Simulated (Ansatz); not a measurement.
# C2H6InO radical: a ladder of functionals and wavefunction methods

The task here is to estimate one member of a computed series from the others.

The runs use Ansatz 0.2.0, Gaussian basis; functionals in def2-TZVPP, the program's frozen cores in correlated methods.

Plan: LDA (SPW92), PBE-D4, revPBE-D4, BLYP-D4, r2SCAN-D4, B97M-V, PBE0-D4, B3LYP-D4, r2SCANh-D4, r2SCAN0-D4, HSE06-D4, BHLYP-D4, CAM-B3LYP-D4, LC-ωPBE, ωB97X-V, ωB97M-V, B2PLYP, PBE-QIDH; CCSD(T)/def2-SVP; MP2/def2-TZVPP; MP2/def2-QZVPP; RPA on PBE.

### Structure used throughout

The geometry comes from an earlier relaxation with PBE0-D4 in a triple-zeta def2 set; it is a stationary point, not always the lowest conformer. In takes the def2 core potential; no spin-orbit term is included.

10 atoms, charge 0, spin multiplicity 2.

Atoms are counted from 1 here; the program's logs count them from 0.

Bond lengths: C1–C2 1.514 Å, C1–H5 1.093 Å, C1–H6 1.097 Å, C1–H7 1.092 Å, C2–In3 2.244 Å, C2–H8 1.090 Å, C2–H9 1.093 Å, In3–O4 2.019 Å, O4–H10 0.959 Å. Angles: C2–C1–H5 112.0°, C2–C1–H6 110.7°, C2–C1–H7 112.0°, H5–C1–H6 107.0°, H5–C1–H7 107.2°, H6–C1–H7 107.6°, C1–C2–In3 109.7°, C1–C2–H8 113.8°, C1–C2–H9 113.1°, In3–C2–H8 107.5°, In3–C2–H9 103.4°, H8–C2–H9 108.7°, C2–In3–O4 106.7°, In3–O4–H10 116.0°.

Set-up of the first run:

File in.yaml:

```yaml
crystal:
  periodic: [false, false, false]
  atoms:
    - {symbol: C, position_ang: [-1.129268, 0.452562, -0.018925]}
    - {symbol: C, position_ang: [-0.417073, -0.549121, 0.865814]}
    - {symbol: In, position_ang: [1.519170, -1.160860, -0.089369]}
    - {symbol: O, position_ang: [2.131038, 0.401650, -1.212916]}
    - {symbol: H, position_ang: [-1.452156, 0.007665, -0.963119]}
    - {symbol: H, position_ang: [-2.027706, 0.838696, 0.478215]}
    - {symbol: H, position_ang: [-0.494422, 1.306049, -0.264613]}
    - {symbol: H, position_ang: [-0.990741, -1.456422, 1.054426]}
    - {symbol: H, position_ang: [-0.103619, -0.127026, 1.823854]}
    - {symbol: H, position_ang: [2.964786, 0.286807, -1.673367]}
basis:
  gaussian: {orbitals: def2-TZVPP}
magnetization: {spin_polarized: true, initial_magnetization: 1}
hamiltonian: {xc: lda}
output: {orbitals: {seedname: orbitals}}
```

Command:

```
$ ansatz run in.yaml --threads 4 --pin off --events-out ev --progress --plain --max-ram 10444MiB
```

Steps of the session up to this table: LDA; PBE-D4 (GGA); revPBE-D4 (GGA); BLYP-D4 (GGA); r2SCAN-D4 (meta-GGA); B97M-V (meta-GGA); PBE0-D4 (hybrid); B3LYP-D4 (hybrid); r2SCANh-D4 (hybrid); r2SCAN0-D4 (hybrid); HSE06-D4 (hybrid); BHLYP-D4 (hybrid); CAM-B3LYP-D4 (range-separated); LC-ωPBE (range-separated); ωB97X-V (range-separated); ωB97M-V (range-separated); B2PLYP (double hybrid); PBE-QIDH (double hybrid).

One of the session's tables, all rows but one given; the rest of the session is left out.

It belongs to the step «Frontier levels by functional». 

| functional | HOMO (eV) | LUMO (eV) | gap (eV) |
| --- | --- | --- | --- |
| LDA (SPW92) | ? | ? | ? |
| PBE-D4 | -4.42 | -3.53 | 0.89 |
| revPBE-D4 | -4.37 | -3.42 | 0.96 |
| BLYP-D4 | -4.28 | -3.53 | 0.75 |
| r2SCAN-D4 | -4.76 | -3.24 | 1.52 |
| B97M-V | -4.50 | -3.67 | 0.83 |
| PBE0-D4 | -5.46 | -2.73 | 2.73 |
| B3LYP-D4 | -5.26 | -3.08 | 2.17 |
| r2SCANh-D4 | -5.15 | -2.95 | 2.20 |
| r2SCAN0-D4 | -5.73 | -2.52 | 3.21 |
| HSE06-D4 | -5.07 | -3.10 | 1.97 |
| BHLYP-D4 | -6.36 | -2.02 | 4.34 |
| CAM-B3LYP-D4 | -6.67 | -1.93 | 4.74 |
| LC-ωPBE | -7.94 | -0.66 | 7.27 |
| ωB97X-V | -7.50 | -0.99 | 6.51 |
| ωB97M-V | -7.45 | -1.20 | 6.25 |

Q: Estimate the row for LDA (SPW92) from the others.

The run gave: HOMO (eV): -4.53; LUMO (eV): -3.86; gap (eV): 0.67. In the column «HOMO (eV)» it lies between r2SCAN-D4 (-4.76) and B97M-V (-4.50).
